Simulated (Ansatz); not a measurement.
# H3OSn: the cost of one run

Computed with Ansatz 0.2.0, Gaussian basis. Level: PBE-D4/def2-SVPD.

1 further run of the same task is left out (it didn't finish).

## Step 1: The starting structure

The start, displaced at random: SMILES `[O-][SnH3]`, 5 atoms, charge -1, spin multiplicity 1.

Atoms are counted from 1 here; the program's logs count them from 0.

Bond lengths: O1–Sn2 1.753 Å, Sn2–H3 1.840 Å, Sn2–H4 1.661 Å, Sn2–H5 1.881 Å. Angles: O1–Sn2–H3 120.7°, O1–Sn2–H4 119.7°, O1–Sn2–H5 109.7°, H3–Sn2–H4 99.3°, H3–Sn2–H5 96.2°, H4–Sn2–H5 108.4°.

Geometry (Å):

```xyz
5
charge -1, multiplicity 1
O    -0.5682    0.2445    1.7533
Sn    0.0047   -0.0337    0.1198
H    -0.8796    0.6921   -1.3209
H     0.1883   -1.5884   -0.4349
H     1.6225    0.8877   -0.1515
```

## Step 2: The relaxation

Input file run/in.yaml:

```yaml
crystal:
  periodic: [false, false, false]
  atoms:
    - {symbol: O, position_ang: [-0.568203, 0.244527, 1.753315]}
    - {symbol: Sn, position_ang: [0.004708, -0.033732, 0.119816]}
    - {symbol: H, position_ang: [-0.879605, 0.692128, -1.320868]}
    - {symbol: H, position_ang: [0.188338, -1.588387, -0.434854]}
    - {symbol: H, position_ang: [1.622463, 0.887691, -0.151515]}
basis:
  gaussian: {orbitals: def2-SVPD}
total_charge: -1
hamiltonian: {xc: pbe, dispersion: d4}
relax: {f_tol: 0.01, max_steps: 80, max_displacement: 0.2}
```

On the command line:

```sh
$ ansatz run in.yaml --threads 2 --pin off --events-out ev --progress --plain --max-ram 3481MiB
```

Q: Estimate wall time and peak memory on 2 threads of Intel Xeon at 2.50GHz, shared host.

About 14 s, with a peak of 0.14 GiB.
